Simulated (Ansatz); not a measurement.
# HfCl₂F₂: one species, many methods

The task here is to estimate one member of a computed series from the others.

Program: Ansatz 0.2.0, Gaussian basis. Level of theory: functionals in def2-TZVPP, the program's frozen cores in correlated methods. These are calculated values, not measurements.

Plan: LDA (SPW92), PBE-D4, revPBE-D4, BLYP-D4, r2SCAN-D4, B97M-V, PBE0-D4, B3LYP-D4, r2SCANh-D4, r2SCAN0-D4, HSE06-D4, BHLYP-D4, CAM-B3LYP-D4, LC-ωPBE, ωB97X-V, ωB97M-V, B2PLYP, PBE-QIDH; CCSD(T)/def2-SVP; CCSD(T)/def2-TZVPP; MP2/def2-QZVPP; extrapolation to the limit; RPA on PBE.

## Structure used throughout

The geometry comes from an earlier relaxation with PBE0-D4 in a triple-zeta def2 set; it is a stationary point. Hf takes the def2 core potential; no spin-orbit term is included.

SMILES `[F][Hf]([F])([Cl])[Cl]`, 5 atoms, charge 0, spin multiplicity 1.

Atoms are counted from 1 here; the program's logs count them from 0.

Bond lengths: F1–Hf2 1.886 Å, Hf2–F3 1.886 Å, Hf2–Cl4 2.331 Å, Hf2–Cl5 2.331 Å. Angles: F1–Hf2–F3 108.3°, F1–Hf2–Cl4 109.4°, F1–Hf2–Cl5 109.4°, F3–Hf2–Cl4 109.4°, F3–Hf2–Cl5 109.4°, Cl4–Hf2–Cl5 110.8°.

Set-up of the first run:

in.yaml reads:

```yaml
crystal:
  periodic: [false, false, false]
  atoms:
    - {symbol: F, position_ang: [0.183456, -0.587061, 1.835837]}
    - {symbol: Hf, position_ang: [0.062086, -0.077823, 0.024140]}
    - {symbol: F, position_ang: [1.248021, -1.151413, -0.974483]}
    - {symbol: Cl, position_ang: [-2.116174, -0.418440, -0.732672]}
    - {symbol: Cl, position_ang: [0.672411, 2.161236, -0.194322]}
basis:
  gaussian: {orbitals: def2-TZVPP}
hamiltonian: {xc: lda}
output: {orbitals: {seedname: orbitals}}
```

The run is started by

```bash
$ ansatz run in.yaml --threads 4 --pin off --events-out ev --progress --plain --max-ram 10444MiB
```

Among the steps run: LDA; PBE-D4 (GGA); revPBE-D4 (GGA); BLYP-D4 (GGA); r2SCAN-D4 (meta-GGA); B97M-V (meta-GGA); B3LYP-D4 (hybrid); r2SCANh-D4 (hybrid); r2SCAN0-D4 (hybrid); HSE06-D4 (hybrid); BHLYP-D4 (hybrid); CAM-B3LYP-D4 (range-separated); LC-ωPBE (range-separated); ωB97X-V (range-separated); ωB97M-V (range-separated); B2PLYP (double hybrid); PBE-QIDH (double hybrid).

One table of the session follows, with a row left open; its other results are not shown here.

It belongs to the step «Orbital energies across the functionals». 

| functional | HOMO (eV) | LUMO (eV) | gap (eV) |
| --- | --- | --- | --- |
| LDA (SPW92) | -8.57 | -2.72 | 5.84 |
| PBE-D4 | -8.38 | -2.43 | 5.95 |
| revPBE-D4 | -8.31 | -2.32 | 5.99 |
| BLYP-D4 | -8.21 | -2.30 | 5.91 |
| r2SCAN-D4 | -8.78 | -2.25 | 6.54 |
| B97M-V | -8.84 | -2.17 | 6.68 |
| PBE0-D4 | -9.82 | -1.61 | 8.21 |
| B3LYP-D4 | -9.52 | -1.82 | 7.70 |
| r2SCANh-D4 | -9.30 | -1.94 | 7.36 |
| r2SCAN0-D4 | -10.08 | -1.48 | 8.60 |
| HSE06-D4 | ? | ? | ? |
| BHLYP-D4 | -11.09 | -0.62 | 10.47 |
| CAM-B3LYP-D4 | -11.17 | -0.49 | 10.68 |
| LC-ωPBE | -12.60 | 0.72 | 13.32 |
| ωB97X-V | -12.21 | 0.63 | 12.84 |
| ωB97M-V | -12.04 | 0.54 | 12.58 |

Estimate the missing values for HSE06-D4.

As computed: HOMO (eV): -9.41; LUMO (eV): -1.98; gap (eV): 7.43. In the column «HOMO (eV)» it lies between B3LYP-D4 (-9.52) and r2SCANh-D4 (-9.30).
